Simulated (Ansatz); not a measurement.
## C3H6Te, SMILES CC1C[Te]1: a ladder of methods at one geometry, step by step

Computed with the Ansatz DFT code, driven from Python.

At the Python prompt:
```pycon
>>> from pathlib import Path
>>> import warnings
>>> import ansatz as az
>>> from ase import Atoms
>>> import numpy as np
>>> warnings.simplefilter('ignore', az.DeckWarning)
>>> atoms = Atoms(['C', 'C', 'C', 'Te', 'H', 'H', 'H', 'H', 'H', 'H'], positions=[
...     (-0.9007, 0.6674, -0.3552),
...     (-0.1896, -0.5739, -0.0571),
...     (1.0774, -0.3747, 0.6164),
...     (1.514, -0.9655, -1.4389),
...     (-1.7306, 0.4889, -1.1402),
...     (-1.4364, 1.1026, 0.5561),
...     (-0.2497, 1.5024, -0.7649),
...     (-0.7343, -1.4295, 0.2872),
...     (1.3473, -1.1468, 1.4193),
...     (1.3856, 0.678, 0.8803),
... ])
>>> molecule = az.Crystal.molecule_from_ase(atoms)
>>> setup = molecule.calculation().basis(gaussian='def2-SVP')
>>> print('functional    E (Ha)        dipole (D)   HOMO (eV)  LUMO (eV)')
functional    E (Ha)        dipole (D)   HOMO (eV)  LUMO (eV)
>>> for name in ['hf', 'cam_b3lyp', 'lda', 'r2scan']:
...     data = setup.functional(name).forces().orbitals().run(runs_dir='runs').report
...     lines = Path(data['orbitals_path']).read_text().splitlines()
...     field_of = lambda key: [line.split('=')[1].strip() for line in lines if line.startswith(key)]
...     orbitals = [(27.211386 * float(e), s, float(n)) for e, s, n in zip(field_of('Ene='), field_of('Spin='), field_of('Occup='))]
...     homo = max(e for e, _, n in orbitals if n > 0.5)
...     lumo = min(e for e, _, n in orbitals if n < 0.5)
...     dipole = 4.803205 * np.linalg.norm(data['charge_distribution']['dipole_moment_e_ang'])
...     print(f'{name:10s} {data["free_energy_ev"] / 27.211386246:14.6f} {dipole:9.3f} {homo:11.3f} {lumo:10.3f}')
...
hf            -383.954962     2.368      -7.891      2.473
cam_b3lyp     -385.738608     1.896      -6.852      0.209
lda           -384.317797     1.902      -4.709     -1.852
r2scan        -385.851437     2.003      -4.848     -1.604
```

Reading the output:
- Total energies depend on the basis set; only differences at equal settings carry meaning.
- The geometry is a force-field or estimated start, not a minimum of this method, and the basis set is short of its limit. A lower total doesn't mark the better method: functionals have no common bound, and MP2 and coupled cluster aren't variational.
- def2 sets replace the cores of elements past krypton by effective core potentials.
- Levels such as HOMO and LUMO are orbital energies: with these approximate functionals they aren't the ionisation energy and electron affinity, and their gap isn't the fundamental gap.
- Timing: 17 s on 1 thread of Arm Neoverse V1, with other jobs on the host, peak memory 0.3 GiB.
